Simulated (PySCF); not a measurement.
# Cl2Tm (Tm(Cl)2): the cost of one run

Method: several levels, as the steps say, no spin–orbit coupling; program: PySCF 2.14.0.

1 further run of the same task is left out (for a known fault of the program).

### Step 1. The system as given

3 atoms, charge 0, spin multiplicity 1.

Bond lengths: Tm1–Cl2 2.568 Å, Tm1–Cl3 2.568 Å. Angles: Cl2–Tm1–Cl3 153.7°.

Coordinates:

```
Tm    0.00000    0.00000    0.02648
Cl    2.50046    0.00000    0.61102
Cl   -2.50046    0.00000    0.61102
```

Formal oxidation states: Tm +2. Each metal's 13 4f electrons lie in its core potential, so multiplicities, spins and levels count the valence alone. An earlier session relaxed this geometry at PBE0, Tm lcecp-0-SVP with ECP59, Cl def2-SVP (singlet, point group C2v).

At PBE0 on the finer grid: E = -952.441050 Eh, frontier levels not given, since the 4f levels lie in the core, Mulliken charge on Tm1 +0.81 e, largest force component 0.004 eV/Å. 

Levels to run: revPBE; TPSSh; PBE0, TZVP. Hardware: 2 threads of Arm Neoverse V1, shared host.

### Step 2. revPBE

run.py (the lines that set the calculation) reads:

```python
mol = gto.M(atom='''
Tm     0.00000     0.00000     0.02648
Cl     2.50046     0.00000     0.61102
Cl    -2.50046     0.00000     0.61102''',
    basis={'Tm': 'lcecp-0-SVP', 'Cl': 'def2-SVP'},
    ecp={'Tm': 'lcecp-0-SVP'},
    charge=0, spin=0)
mf = dft.RKS(mol, xc='PBE_R,PBE')
mf.grids.atom_grid = (75, 302)  # f atoms: unpruned, at least (60, 302)
mf = mf.density_fit()  # fitting sets: Tm AutoAux, Cl def2-universal-JKFIT
mf.conv_tol = 1e-08; mf.max_cycle = 55
mf.kernel(dm0)  # dm0: the density of the relaxed state
```

On the command line:

```console
> OMP_NUM_THREADS=2 python run.py
```

**Question.** How long does this run take on 2 threads of Arm Neoverse V1, shared host?

About 1.9 s.
